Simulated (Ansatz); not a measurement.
## C3H7Si, SMILES [CH]=C[SiH2]C: vertical spin-state energies, step by step

With Ansatz 0.2.0, Python API.

Notebook, run cell by cell (the value of a cell's last expression is shown):

In [1]:
```python
import ansatz as az
from ase import Atoms
```

In [2]:
```python
atoms = Atoms(["C", "C", "Si", "C", "H", "H", "H", "H", "H", "H", "H"], positions=[
    [0.7376, 1.9402, -0.5031],
    [-0.1559, 1.449, 0.3177],
    [-0.0512, -0.2985, 0.7787],
    [-0.2134, -1.4369, -0.6366],
    [1.3817, 2.4225, -1.2142],
    [-0.9441, 2.0522, 0.7682],
    [1.3415, -0.5563, 1.3974],
    [-0.992, -0.5652, 1.8345],
    [-1.271, -1.2816, -1.0386],
    [0.4639, -1.2909, -1.3919],
    [-0.2318, -2.4915, -0.2915],
])
molecule = az.Crystal.molecule_from_ase(atoms)

model = (
    molecule.calculation()
    .basis(gaussian="def2-SVPD")
    .functional("CAM-B3LYP")
)
found = {}
for unpaired in [1, 3]:
    report = model.spin("collinear", total=unpaired).run(threads=1).report
    s = unpaired / 2
    found[unpaired] = report["free_energy_ev"]
    print(f"2S+1 = {unpaired + 1}: E = {found[unpaired]:.5f} eV, <S^2> = {abs(report['mean_field']['state']['spin_squared']):.3f} (pure state {s * (s + 1):.2f})")
lowest = min(found, key=found.get)
for unpaired, e in found.items():
    print(f"multiplicity {unpaired + 1}: {(e - found[lowest]):.3f} eV above the lowest")
```
```text
2S+1 = 2: E = -11093.05093 eV, <S^2> = 0.763 (pure state 0.75)
2S+1 = 4: E = -11088.94258 eV, <S^2> = 3.761 (pure state 3.75)
multiplicity 2: 0.000 eV above the lowest
multiplicity 4: 4.108 eV above the lowest
```

In order: multiplicity 2 (+0.00 eV) and multiplicity 4 (+4.11 eV), all at the one geometry.

Total energies depend on the basis set; only differences at equal settings carry meaning. The geometry is a force-field or estimated start, not a minimum of this method, and the basis set is short of its limit. All parts are taken at fixed geometry, without zero-point energy. The species is open-shell (spin multiplicity 2). Hardware and time: 11 s on 1 thread of Intel(R) Xeon(R) 6975P-C (Granite Rapids), with other jobs on the host, peak memory 0.51 GiB.
